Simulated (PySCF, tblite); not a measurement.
# C₂H₁₂NPSi₂: geometry, infrared bands and NMR shifts

Aim: predict the infrared bands and NMR shifts of C₂H₁₂NPSi₂ (`C[Si@H](P)C[SiH2]N`).

Computed with tblite 0.8.0 and PySCF 2.14.0, with density-fitted response routines of our own, on a single molecule in the gas phase. Atoms count from 0, in the outputs and in this text.

## (1) The molecule as given

18 atoms, charge 0, multiplicity 1; geometry from: force field or distance geometry start.

Bonds of the start (Å): C0–Si1 1.85, Si1–P2 2.22, Si1–C3 1.85, C3–Si4 1.85, Si4–N5 1.70, C0–H6 1.08, C0–H7 1.10, C0–H8 1.09, Si1–H9 1.50, P2–H10 1.42, P2–H11 1.41, C3–H12 1.08, C3–H13 1.09, Si4–H14 1.47, Si4–H15 1.47, N5–H16 1.02, N5–H17 1.01.

## (2) Optimising the geometry with GFN2-xTB

What the job is given:

```
{"job": {"kind": "relax", "xc": "GFN2-xTB", "basis": "xTB"}, "charge": 0, "multiplicity": 1}
C     -1.909400    -1.276500    -0.136000
Si    -1.071000     0.313600     0.290900
P     -2.431000     1.978800    -0.272300
C      0.534700     0.587500    -0.589800
Si     1.760400    -0.579500     0.158600
N      3.253700    -0.450300    -0.642700
H     -1.340900    -2.139900     0.192100
H     -2.896700    -1.332700     0.342700
H     -2.056900    -1.367500    -1.215300
H     -0.910600     0.427900     1.775700
H     -3.425400     1.752800     0.714700
H     -1.783300     3.006200     0.439500
H      0.412500     0.403700    -1.645200
H      0.877500     1.614100    -0.464600
H      2.048600    -0.255900     1.566800
H      1.351100    -1.991000     0.038300
H      3.902300    -1.136300    -0.254200
H      3.675700     0.451100    -0.444200
```

The run is started by

```bash
$ OMP_NUM_THREADS=1 python probes_run.py task.json out
```

This one command runs all jobs of the session in turn.

**Question.** This job is followed by: GFN2-xTB harmonic vibrations, gas phase; GIAO PBE0/pcSseg-1 NMR shielding, non-relativistic, gas phase. Predict these results of the whole session: strongest single infrared mode (GFN2-xTB); zero-point energy (GFN2-xTB); 13C shifts against TMS (PBE0/pcSseg-1); 1H shifts against TMS (PBE0/pcSseg-1, means over atoms taken as alike); 29Si shifts against TMS (PBE0/pcSseg-1); 31P shifts against H3PO4 (PBE0/pcSseg-1); 15N shifts against NH3 (PBE0/pcSseg-1); surface potential, 1st and 99th percentile.

The runs gave:

| quantity | value |
| --- | --- |
| strongest single infrared mode (GFN2-xTB) | 2165 cm⁻¹, 508 km/mol |
| zero-point energy (GFN2-xTB) | 82.3 kcal/mol |
| 13C shifts against TMS (PBE0/pcSseg-1) | 0.3, -1.8 ppm |
| 1H shifts against TMS (PBE0/pcSseg-1, means over atoms taken as alike) | 5.04, 5.00, 4.76, 1.01, 0.24, 0.21, -0.01, -0.06 ppm |
| 29Si shifts against TMS (PBE0/pcSseg-1) | -22.8, -35.0 ppm |
| 31P shifts against H3PO4 (PBE0/pcSseg-1) | -290.8 ppm |
| 15N shifts against NH3 (PBE0/pcSseg-1) | 9.5 ppm |
| surface potential, 1st and 99th percentile | -1.21 V and 1.46 V |

In words: Over 69 steps the energy fell by 0.364 eV; of the close pairs, C0–Si1 changed most, 1.848 to 1.901 Å. No mode is imaginary among the 48: a minimum at this level. The strongest single mode, at 2165 cm⁻¹, moves mainly H14. GFN2-xTB is a fitted tight-binding method: band positions and strengths are rough. Its intensities can rank the bands wrongly. At PBE0/pcSseg-1: The widest tensor belongs to P2: span 142 ppm, with a paramagnetic part of -359 ppm.
